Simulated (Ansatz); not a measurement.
# HgPd: the cost of one run

Method: DFT PBEsol, scalar-relativistic, plane waves, PAW, in Ansatz 0.2.0.

**1. The system as given**

It takes space group P4/mmm (No. 123, tetragonal). Conventional cell: a = 3.030 Å, b = 3.030 Å, c = 3.692 Å, α = 90.00°, β = 90.00°, γ = 90.00°. Hg (site symmetry 4/mmm) has 8 Pd at 2.83 Å and 4 Hg at 3.03 Å in its first shell of neighbours. Pd (site symmetry 4/mmm) has 8 Hg at 2.83 Å and 4 Pd at 3.03 Å in its first shell of neighbours.

Structure file:

```
CELL_PARAMETERS angstrom
3.02995 0.00000 0.00000
0.00000 3.02995 0.00000
0.00000 0.00000 3.69200
ATOMIC_POSITIONS crystal
Hg 0.00000 0.00000 0.00000
Pd 0.50000 0.50000 0.50000
```

The cell is taken as given, not relaxed at this level.

**2. Zero of energy**

The reference gives a free energy of -20575.1688 eV, pressure 0.04 GPa, largest force 0.000 eV/Å and gap on the mesh none (metal). It was computed beforehand with the settings of the runs below.

**3. Next: energy and stress against strain**

The cell is strained by ε times the Voigt pattern (0, 0, 0, 0, 0, 1) (xx, yy, zz, yz, xz, xy; engineering shear), with fractional coordinates fixed (clamped ions). The stress on the pattern is the sum of the stress components weighted by it, tension positive.

**4. At ε = -0.0400**

The input, input.yaml:

```yaml
crystal:
  lattice:
    - [3.0299525574, -0.0605990511, 0.0]
    - [-0.0605990511, 3.0299525574, 0.0]
    - [0.0, 0.0, 3.692]
  atoms:
    - { symbol: Hg, position: [0.0, 0.0, 0.0] }
    - { symbol: Pd, position: [0.5, 0.5, 0.5] }
basis:
  ecutwfc: 420
kpoints:
  mp_grid: { grid: [16, 16, 14] }
hamiltonian:
  xc: pbesol
scf:
  occupations: { method: gaussian, width: 0.15 }
output:
  forces: true
  stress: true
  eigenvalues: true
```

The run is started by

```sh
$ ansatz run input.yaml --threads 1 --pin off --max-ram 2560MiB --backend cpu --events-out ev --progress --plain --runs-dir out
```

**Question.** How long does this run take on 1 thread of Arm Neoverse V1, shared host, and how much memory does it need?

About 23 s, with a peak of 0.59 GiB.
